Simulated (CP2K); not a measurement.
Crystal: WF.

```
W F
1.0
     5.30927    0.00000    0.00000
     4.60648    2.63983    0.00000
     4.60648    1.22636    2.33768
W F
1 1
Direct
  0.81412 0.81412 0.81412
  0.93712 0.93712 0.93712
```

The cell was built by a generator and needn't be a form met in nature.

Base run:

- Program: CP2K 2026.2
- Functional: PBEsol
- Potentials or basis: POTENTIAL_UZH W GTH-PBE-q14, F GTH-PBE-q7; TZVP-MOLOPT-PBE-GTH basis
- Density cutoff: 14966 eV
- k mesh: 11 × 11 × 11
- Occupations: fermi-dirac, width 0.05 eV
- Spin: no spin polarisation

Its results: band gap on the k mesh none (metal or under the smearing width); pressure -5.2 GPa.

Question: The run is repeated on the same cell with these changes: functional from PBEsol to vdW-DF-cx. What comes out?

Answer: Band gap on the k mesh none (metal or under the smearing width); pressure -4.1 GPa.

Caveats: the potentials were made for another functional, which shifts forces and pressure; the basis of atomic orbitals isn't converged, which shifts pressures, moduli and gaps; an odd number of electrons without spin polarisation forces a metal; a magnetic or distorted state may lie lower.

Not every run made on this cell is shown here.
